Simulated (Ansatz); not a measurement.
# TePt (zincblende type): the cost of one run

Program: Ansatz 0.2.0. Level of theory: DFT LDA, with the methods named in each step. These are calculated values, not measurements.

## (1) Starting point

It takes space group F-43m (No. 216, cubic). The conventional cell has a = 5.906 Å, b = 5.906 Å, c = 5.906 Å, α = 90.00°, β = 90.00°, γ = 90.00°. Pt (site symmetry -43m) is surrounded by 4 Te at 2.56 Å. Te (site symmetry -43m) is surrounded by 4 Pt at 2.56 Å.

Structure file:

```cif
data_structure
_symmetry_space_group_name_H-M 'F-43m'
_symmetry_Int_Tables_number 216
_cell_length_a 5.9056
_cell_length_b 5.9056
_cell_length_c 5.9056
_cell_angle_alpha 90.000
_cell_angle_beta 90.000
_cell_angle_gamma 90.000
_cell_volume 205.97
loop_
_atom_site_label
_atom_site_type_symbol
_atom_site_symmetry_multiplicity
_atom_site_Wyckoff_symbol
_atom_site_fract_x
_atom_site_fract_y
_atom_site_fract_z
_atom_site_occupancy
Pt1 Pt 4 a 0.00000 0.00000 0.00000 1
Te1 Te 4 d 0.25000 0.25000 0.75000 1
```

The file gives the conventional cell by its symmetry; the runs use the cell typed in the input.

Whether this phase is the stable one at these pressures isn't tested.

Atoms are numbered in the order of the input: Pt1, Te2.

## (2) The reference volume, LAPW

Input file input.yaml:

```yaml
crystal:
  lattice:
    - [0.0, 2.9528166949, 2.9528166949]
    - [2.9528166949, 0.0, 2.9528166949]
    - [2.9528166949, 2.9528166949, 0.0]
  atoms:
    - { symbol: Pt, position: [0.0, 0.0, 0.0] }
    - { symbol: Te, position: [0.25, 0.25, 0.25] }
kpoints:
  mp_grid: { grid: [11, 11, 11] }
  band_path:
    path:
      - [0.0, 0.0, 0.0]
      - [-0.5, -0.5, 0.0]
      - [-0.375, -0.375, 0.25]
      - [-0.375, 0.0, 0.375]
      - [0.0, 0.0, 0.0]
      - [0.0, 0.0, 0.5]
      - [-0.5, -0.25, 0.25]
      - [-0.5, -0.5, 0.0]
    npoints: 14
scf:
  occupations: { method: fermi_dirac, width: 0.05 }
hamiltonian:
  xc: lda
  pseudopotentials: { kind: all_electron, lapw: { basis_error: 0.001 } }
output:
  forces: true
  stress: true
  eigenvalues: true
  populations: true
  dos: { projected: true, de: 0.2, e_range: [-14, 8] }
```

Launch:

```sh
> ansatz run input.yaml --threads 1 --pin off --max-ram 2048MiB --backend cpu --events-out ev --progress --plain --runs-dir out
```

What time and memory should one allow on 1 thread of Arm Neoverse V1, shared host?

About 84 s, with a peak of 0.45 GiB.
